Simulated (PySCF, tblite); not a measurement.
# C4H5F3O: geometry, infrared bands and NMR shifts

Aim: predict the infrared bands and NMR shifts of C4H5F3O (`FCO/C=C\C(F)F`).

Computed with tblite 0.8.0 and PySCF 2.14.0, with density-fitted response routines of our own, on a single molecule in the gas phase. Atoms are numbered from 0 throughout.

### Step 1. The molecule as given

13 atoms, charge 0, multiplicity 1; geometry from: force field or distance geometry start.

Bonds of the start (Å): F0–C1 1.40, C1–O2 1.40, O2–C3 1.40, C3–C4 1.31, C4–C5 1.46, C5–F6 1.37, C5–F7 1.37, C1–H8 1.12, C1–H9 1.10, C3–H10 1.08, C4–H11 1.10, C5–H12 1.12.

### Step 2. Optimising the geometry with GFN2-xTB

What the job is given:

```
{"job": {"kind": "relax", "xc": "GFN2-xTB", "basis": "xTB"}, "charge": 0, "multiplicity": 1}
F      2.517400    -1.276000     1.634700
C      2.131700    -0.380200     0.636300
O      0.739800    -0.314800     0.524700
C      0.223700     0.554800    -0.447800
C     -1.054800     0.641100    -0.742000
C     -2.054400    -0.187400    -0.070800
F     -1.530300    -1.024400     0.878200
F     -2.814400    -0.935300    -0.934600
H      2.493700    -0.720400    -0.371600
H      2.554000     0.593000     0.930500
H      0.903900     1.191100    -0.986500
H     -1.346300     1.358800    -1.530000
H     -2.768300     0.500300     0.461100
```

On the command line:

```console
OMP_NUM_THREADS=1 python probes_run.py task.json out
```

One launch serves the whole session: the jobs run in the order shown.

What it wrote:

```text
step      E/eV     max force
  0    -798.01559    2.135
  1    -798.16230    1.337
  2    -798.22499    0.715
  3    -798.27445    0.544
  4    -798.30305    0.349
  5    -798.31498    0.296
  6    -798.32923    0.287
  7    -798.33550    0.157
  8    -798.33916    0.152
  9    -798.34132    0.121
 10    -798.34345    0.109
 11    -798.34557    0.122
 12    -798.34760    0.121
 13    -798.34919    0.109
 14    -798.35053    0.100
 15    -798.35175    0.116
 16    -798.35269    0.082
 17    -798.35326    0.064
 18    -798.35363    0.057
 19    -798.35397    0.065
 20    -798.35435    0.070
 21    -798.35470    0.049
 22    -798.35501    0.044
 23    -798.35532    0.050
 24    -798.35565    0.055
 25    -798.35595    0.045
 26    -798.35619    0.034
 27    -798.35642    0.045
 28    -798.35670    0.058
 29    -798.35705    0.064
 30    -798.35737    0.042
 31    -798.35763    0.051
 32    -798.35788    0.059
 33    -798.35814    0.059
 34    -798.35834    0.043
 35    -798.35843    0.020
 36    -798.35847    0.018
 37    -798.35852    0.020
 38    -798.35859    0.026
 39    -798.35868    0.027
 40    -798.35881    0.033
 41    -798.35897    0.037
 42    -798.35918    0.045
 43    -798.35943    0.042
 44    -798.35967    0.036
 45    -798.35986    0.035
 46    -798.36001    0.033
 47    -798.36020    0.046
 48    -798.36049    0.057
 49    -798.36093    0.058
 50    -798.36143    0.073
 51    -798.36193    0.082
 52    -798.36253    0.078
 53    -798.36316    0.074
 54    -798.36320    0.166
 55    -798.36427    0.085
 56    -798.36483    0.078
 57    -798.36673    0.104
 58    -798.36784    0.196
 59    -798.37017    0.158
 60    -798.37326    0.266
 61    -798.37558    0.143
 62    -798.37817    0.108
 63    -798.37950    0.168
 64    -798.38225    0.222
 65    -798.38614    0.225
 66    -798.39088    0.167
 67    -798.37771    0.729
 68    -798.39810    0.195
 69    -798.40306    0.189
 70    -798.39502    0.847
 71    -798.41264    0.170
 72    -798.41908    0.166
 73    -798.42406    0.813
 74    -798.43914    0.170
 75    -798.44943    0.182
 76    -798.45880    0.737
 77    -798.47825    0.160
 78    -798.48832    0.191
 79    -798.48336    0.811
 80    -798.50502    0.172
 81    -798.51130    0.197
 82    -798.50251    0.814
 83    -798.52550    0.272
 84    -798.53150    0.273
 85    -798.53120    0.635
 86    -798.54832    0.184
 87    -798.55429    0.194
 88    -798.55006    0.678
 89    -798.56694    0.171
 90    -798.57168    0.226
 91    -798.56732    0.717
 92    -798.58404    0.155
 93    -798.58849    0.176
 94    -798.58991    0.542
 95    -798.59799    0.129
 96    -798.60063    0.131
 97    -798.60460    0.380
 98    -798.60935    0.121
 99    -798.61313    0.120
100    -798.61747    0.531
101    -798.62647    0.141
102    -798.63259    0.178
103    -798.61887    0.813
104    -798.64078    0.189
105    -798.64473    0.134
106    -798.64259    0.532
107    -798.65138    0.066
108    -798.65300    0.071
109    -798.65478    0.184
110    -798.65566    0.084
111    -798.65634    0.037
112    -798.65668    0.033
113    -798.65682    0.032
114    -798.65696    0.032
115    -798.65711    0.032
116    -798.65728    0.024
117    -798.65739    0.025
118    -798.65746    0.029
119    -798.65755    0.032
120    -798.65767    0.033
121    -798.65780    0.030
122    -798.65793    0.027
123    -798.65807    0.035
124    -798.65824    0.040
125    -798.65852    0.042
126    -798.65893    0.051
127    -798.65951    0.061
128    -798.66026    0.073
129    -798.66110    0.079
130    -798.66190    0.069
131    -798.66272    0.084
132    -798.66366    0.080
133    -798.66334    0.190
134    -798.66541    0.088
135    -798.66610    0.056
136    -798.66706    0.063
137    -798.66727    0.071
138    -798.66751    0.057
139    -798.66785    0.038
140    -798.66800    0.035
141    -798.66825    0.033
142    -798.66845    0.037
143    -798.66863    0.041
144    -798.66884    0.039
145    -798.66906    0.039
146    -798.66936    0.031
147    -798.66956    0.030
148    -798.66992    0.055
149    -798.67032    0.056
150    -798.67042    0.114
151    -798.67098    0.031
152    -798.67117    0.021
153    -798.67134    0.022
154    -798.67140    0.018
155    -798.67144    0.006
```

Run time: 2.2 s. Hardware: 1 thread of Intel Xeon at 2.50GHz, shared host.

Along the way: (not every step is listed)

```tsv
step	energy from step 0 (eV)	largest force (eV/Å)
0	0.0000	2.1347
1	-0.1467	1.3370
2	-0.2094	0.7153
3	-0.2589	0.5441
4	-0.2875	0.3487
5	-0.2994	0.2957
6	-0.3136	0.2866
7	-0.3199	0.1570
8	-0.3236	0.1517
22	-0.3394	0.0437
36	-0.3429	0.0185
50	-0.3458	0.0730
64	-0.3667	0.2217
78	-0.4727	0.1906
92	-0.5684	0.1549
106	-0.6270	0.5316
120	-0.6421	0.0326
134	-0.6498	0.0885
148	-0.6543	0.0553
150	-0.6548	0.1136
151	-0.6554	0.0311
152	-0.6556	0.0208
153	-0.6558	0.0222
154	-0.6558	0.0177
155	-0.6558	0.0065
```

Distances of close pairs at the start and the end, largest changes first:

```tsv
bond	before (Å)	after (Å)	change (Å)
O2–C3	1.403	1.364	-0.039
C4–C5	1.462	1.494	+0.033
C1–H8	1.124	1.095	-0.029
C4–H11	1.105	1.077	-0.028
F0–C1	1.396	1.370	-0.026
C5–H12	1.125	1.099	-0.026
C1–O2	1.398	1.375	-0.023
C5–F7	1.372	1.357	-0.015
```

The final coordinates are the input of the step that follows.

### Step 3. Harmonic vibrations with GFN2-xTB

What the job is given:

```
{"job": {"kind": "ir", "xc": "GFN2-xTB", "basis": "xTB"}, "charge": 0, "multiplicity": 1}
F      2.236354     0.741734     1.668984
C      2.104263    -0.291916     0.779780
O      0.792232    -0.441763     0.396827
C      0.276043     0.536477    -0.402062
C     -1.007125     0.585891    -0.732606
C     -2.010066    -0.416127    -0.260912
F     -2.409828    -1.223470    -1.283071
F     -3.138330     0.198724     0.176813
H      2.404828    -1.209252     1.296959
H      2.776453    -0.060412    -0.061953
H      0.978867     1.280212    -0.759247
H     -1.377336     1.359570    -1.383245
H     -1.630744    -1.059183     0.546004
```

What it wrote:

```text
mode    cm-1     km/mol
  1      29.3      3.58
  2      38.6      4.68
  3      99.5      8.24
  4     130.9      0.42
  5     246.0      4.10
  6     309.5      6.27
  7     409.2     35.35
  8     473.6     20.17
  9     512.2      0.73
 10     560.6     13.21
 11     686.6      2.13
 12     787.0      4.72
 13     881.0      4.96
 14     935.1      2.79
 15     983.1    154.99
 16     999.4    267.17
 17    1038.1     43.88
 18    1084.1    129.17
 19    1107.3    192.11
 20    1136.9    189.60
 21    1197.8     33.63
 22    1241.7     18.72
 23    1253.3     12.01
 24    1275.9     38.75
 25    1317.4      8.59
 26    1345.0     16.99
 27    1421.1      1.33
 28    1712.2    138.48
 29    2877.0     42.62
 30    2911.6     23.30
 31    2966.3      9.18
 32    3040.0     18.72
 33    3132.7      2.91
```

Run time: 0.92 s. Hardware: 1 thread of Intel Xeon at 2.50GHz, shared host.

The strongest bands and the atoms that carry them (share of the mass-weighted mode):

```tsv
cm⁻¹	km/mol	atoms
983	155.0	C1 56 %, F0 36 %
999	267.2	C5 61 %, F6 22 %
1038	43.9	C5 28 %, C1 14 %, H8 14 %, F7 12 %
1084	129.2	C5 35 %, H12 11 %
1107	192.1	O2 31 %, C1 29 %
1137	189.6	H11 30 %, O2 29 %, C1 13 %, C5 10 %
1712	138.5	C3 48 %, C4 47 %
2877	42.6	H9 94 %
```

### Step 4. Shielding tensors: PBE0/pcSseg-1

Same as in step 3 but for these lines:

```diff
@@ -1,2 +1,2 @@
-{"job": {"kind": "ir", "xc": "GFN2-xTB", "basis": "xTB"}, "charge": 0, "multiplicity": 1}
+{"job": {"kind": "nmr", "xc": "PBE0", "basis": "pcSseg-1"}, "charge": 0, "multiplicity": 1}
 F      2.236354     0.741734     1.668984
```

With the program's defaults for keys left out, this is: GIAO PBE0/pcSseg-1 NMR shielding, non-relativistic, gas phase.

What it wrote:

```text
coarse grid: 11792 points
cycle   1  E = -529.3457946981  dE =  1.205e+00  |g| = 9.018e-01  |ddm| = 3.108e+00
cycle   2  E = -529.2364736835  dE =  1.093e-01  |g| = 1.256e+00  |ddm| = 1.177e+00
cycle   3  E = -529.4797031313  dE = -2.432e-01  |g| = 6.197e-02  |ddm| = 7.061e-01
cycle   4  E = -529.4802364299  dE = -5.333e-04  |g| = 3.096e-02  |ddm| = 6.378e-02
cycle   5  E = -529.4804381104  dE = -2.017e-04  |g| = 7.475e-03  |ddm| = 2.888e-02
cycle   6  E = -529.4804472672  dE = -9.157e-06  |g| = 3.802e-03  |ddm| = 7.732e-03
cycle   7  E = -529.4804507251  dE = -3.458e-06  |g| = 6.206e-04  |ddm| = 3.175e-03
final grid: 117712 points
cycle   8  E = -529.5580523162  dE = -4.207e-05  |g| = 1.056e-02  |ddm| = 2.579e-02
cycle   9  E = -529.5580338146  dE =  1.850e-05  |g| = 1.511e-02  |ddm| = 1.420e-02
cycle  10  E = -529.5580724667  dE = -3.865e-05  |g| = 1.353e-03  |ddm| = 8.733e-03
cycle  11  E = -529.5580728378  dE = -3.712e-07  |g| = 4.375e-04  |ddm| = 1.281e-03
cycle  12  E = -529.5580728731  dE = -3.530e-08  |g| = 1.555e-04  |ddm| = 4.157e-04
cycle  13  E = -529.5580728780  dE = -4.834e-09  |g| = 1.808e-05  |ddm| = 1.175e-04
cycle  14  E = -529.5580728780  dE = -4.093e-11  |g| = 1.122e-05  |ddm| = 1.619e-05
converged SCF energy = -529.5580728780

GIAO shielding tensors (ppm)
atom      isotropic    diamagn.    paramagn.     s11        s22        s33       span
  0 F      337.405     472.582    -135.177    223.763    350.061    438.390    214.627
  1 C       80.921     236.892    -155.971     60.094     79.907    102.762     42.669
  2 O      177.463     399.606    -222.143     99.978    136.259    296.151    196.173
  3 C       30.558     255.106    -224.548    -64.338     58.010     98.002    162.341
  4 C       73.757     257.541    -183.783    -23.750     98.812    146.210    169.959
  5 C       70.729     243.799    -173.070     51.054     67.416     93.717     42.663
  6 F      297.581     470.127    -172.546    179.219    332.684    380.841    201.622
  7 F      307.580     469.416    -161.836    199.523    339.439    383.777    184.255
  8 H       25.848      26.950      -1.102     21.628     26.038     29.877      8.249
  9 H       25.996      27.362      -1.366     21.884     26.403     29.700      7.816
 10 H       25.078      31.322      -6.244     22.794     24.389     28.050      5.257
 11 H       26.380      30.284      -3.903     25.006     25.798     28.337      3.332
 12 H       24.618      29.415      -4.798     22.067     23.943     27.843      5.776
```

It took 50 s on 1 thread of Intel Xeon at 2.50GHz, shared host.

The references, computed at this level on geometries of the same kind, shield at (ppm): ¹H TMS 31.72, ¹³C TMS 186.9, ¹⁹F CFCl3 170.9, ¹⁷O H2O 336.1. Their shielding less the atom's gives the shift. The references are single molecules in the gas phase, so shifts against H2O, NH3, PH3, H3PO4 or CFCl3 are not on the usual liquid scales and can be off by tens of ppm. Atoms listed in one row are averaged.

```tsv
atoms	environment	σ (ppm)	δ (ppm)	δ scaled to CDCl3
C3	alkene carbon bearing oxygen	30.6	156.4	150.7
C5	allylic sp3 CH bonded to 2 F	70.7	116.2	111.5
C4	β carbon of an enol-ether or enamine type C=C	73.8	113.2	108.5
C1	sp3 CH2 bonded to F and O	80.9	106.0	101.5
H12	hydrogen on an allylic sp3 CH bonded to 2 F	24.62	7.10	6.80
H10	hydrogen on an alkene carbon bearing oxygen	25.08	6.64	6.36
H8, H9	hydrogen on an sp3 CH2 bonded to F and O	25.92	5.80	5.57
H11	hydrogen on a β carbon of an enol-ether or enamine type C=C	26.38	5.34	5.14
F6, F7	fluorine of a CF2 group	302.6	-131.6	–
F0	fluorine on an sp3 carbon	337.4	-166.5	–
O2	ether oxygen	177.5	158.6	–
```

The scaled column applies a straight-line fit of computed shieldings to shifts measured in CDCl3, and one for carbons that bear F (root-mean-square error 0.16 ppm for H, 1.9 ppm for C).

Charges from the same density, by scheme (e):

```tsv
atoms	Mulliken	IAO	Hirshfeld	ESP fit
F0	-0.33	-0.32	-0.12	-0.21
C1	0.37	0.22	0.10	0.16
O2	-0.46	-0.33	-0.10	-0.18
C3	0.19	0.07	0.04	-0.01
C4	-0.30	-0.24	-0.10	-0.45
C5	0.56	0.44	0.14	0.66
F6, F7	-0.31	-0.31	-0.12	-0.28
```

Mayer bond orders: F0–C1 0.92, C1–O2 0.99, O2–C3 0.97, C3–C4 1.84, C4–C5 1.04, C5–F6 0.94, C5–F7 0.94.

### Step 5. Outcome

| quantity | value |
| --- | --- |
| strongest single infrared mode (GFN2-xTB) | 999 cm⁻¹, 267 km/mol |
| zero-point energy (GFN2-xTB) | 54.5 kcal/mol |
| ¹³C shifts against TMS (PBE0/pcSseg-1) | 156.4, 116.2, 113.2, 106.0 ppm |
| ¹H shifts against TMS (PBE0/pcSseg-1, means over atoms taken as alike) | 7.10, 6.64, 5.80, 5.34 ppm |
| ¹⁹F shifts against CFCl3 (PBE0/pcSseg-1, means over atoms taken as alike) | -131.6, -166.5 ppm |
| ¹⁷O shifts against H2O (PBE0/pcSseg-1) | 158.6 ppm |

In words: Over 155 steps the energy fell by 0.656 eV; of the close pairs, O2–C3 changed most, 1.403 to 1.364 Å. No mode is imaginary among the 33: a minimum at this level. The strongest single mode, at 999 cm⁻¹, moves mainly C5. GFN2-xTB is a fitted tight-binding method: band positions and strengths are rough. Its intensities can rank the bands wrongly. C3 (alkene carbon bearing oxygen) lies farthest downfield among carbon, at 156.4 ppm; an sp2 carbon further deshielded by the attached heteroatom. The most deshielded hydrogen is H12 (hydrogen on an allylic sp3 CH bonded to 2 F), at 7.10 ppm: its carbon carries F, hence the downfield position. At PBE0/pcSseg-1: Shielding is most anisotropic at F0 (span 215 ppm, paramagnetic term -135 ppm).
